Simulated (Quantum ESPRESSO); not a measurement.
## MoS2 in Quantum ESPRESSO: the effect of Hubbard term

Crystal: MoS2.

```
CELL_PARAMETERS angstrom
3.16100 0.00000 0.00000
-1.58050 2.73751 0.00000
0.00000 0.00000 12.29500
ATOMIC_POSITIONS crystal
Mo 0.33333 0.66667 0.25000
Mo 0.66667 0.33333 0.75000
S 0.33333 0.66667 0.62750
S 0.66667 0.33333 0.12750
S 0.33333 0.66667 0.87250
S 0.66667 0.33333 0.37250
```

Alike in all runs:

* Program: Quantum ESPRESSO 7.5
* Task: single point
* Functional: PBE
* Potentials or basis: PseudoDojo 0.5 SR PBE standard
* Cutoff: 1225 eV
* Density cutoff: 4898 eV
* k mesh: 5 × 5 × 1
* Occupations: gaussian, width 0.05 eV
* Spin: collinear spin, ferromagnetic start
* Starting moments: [2.0, 2.0, 0.0, 0.0, 0.0, 0.0] μB
* Hubbard projectors: atomic
* Double: 0
* Start of the occupations: atomic
* Moments locked: none
* Magnetic state asked for: fm
* Formal shell electrons: 1 d2, 2 d2

**Question.** One run gave: gap on the mesh 1.09 eV; pressure 2.9 GPa; largest force 0.60 eV/Å. Which Hubbard term did it use?
A. Mo d U = 4 eV
B. none
C. Mo d U = 3 eV
D. Mo d U = 1 eV
E. Mo d U = 5 eV

**Answer.** E.

| Hubbard term | gap on the mesh (eV) | pressure (GPa) | largest force (eV/Å) |
| --- | --- | --- | --- |
| none | 0.96 | 9.1 | 1.21 |
| Mo d U = 1 eV | 0.98 | 7.9 | 1.10 |
| Mo d U = 2 eV | 1.01 | 6.7 | 0.98 |
| Mo d U = 3 eV | 1.04 | 5.5 | 0.86 |
| Mo d U = 4 eV | 1.06 | 4.2 | 0.73 |
| Mo d U = 5 eV | 1.09 | 2.9 | 0.60 |
| Mo d U = 6 eV | 1.12 | 1.6 | 0.47 |

Caveats: all runs use coarse meshes; an odd mesh through Γ misses points on the zone boundary, where band edges often lie; this functional lacks dispersion, which binds the layers, so the pressure and a relaxed spacing across them are unreliable; forces of over 1 eV/Å show positions far from the minimum, so gaps and moduli don't describe the material at rest (some runs).

A gap of «none» marks a metal or a gap under the smearing width.

Not every run made on this cell is shown here.
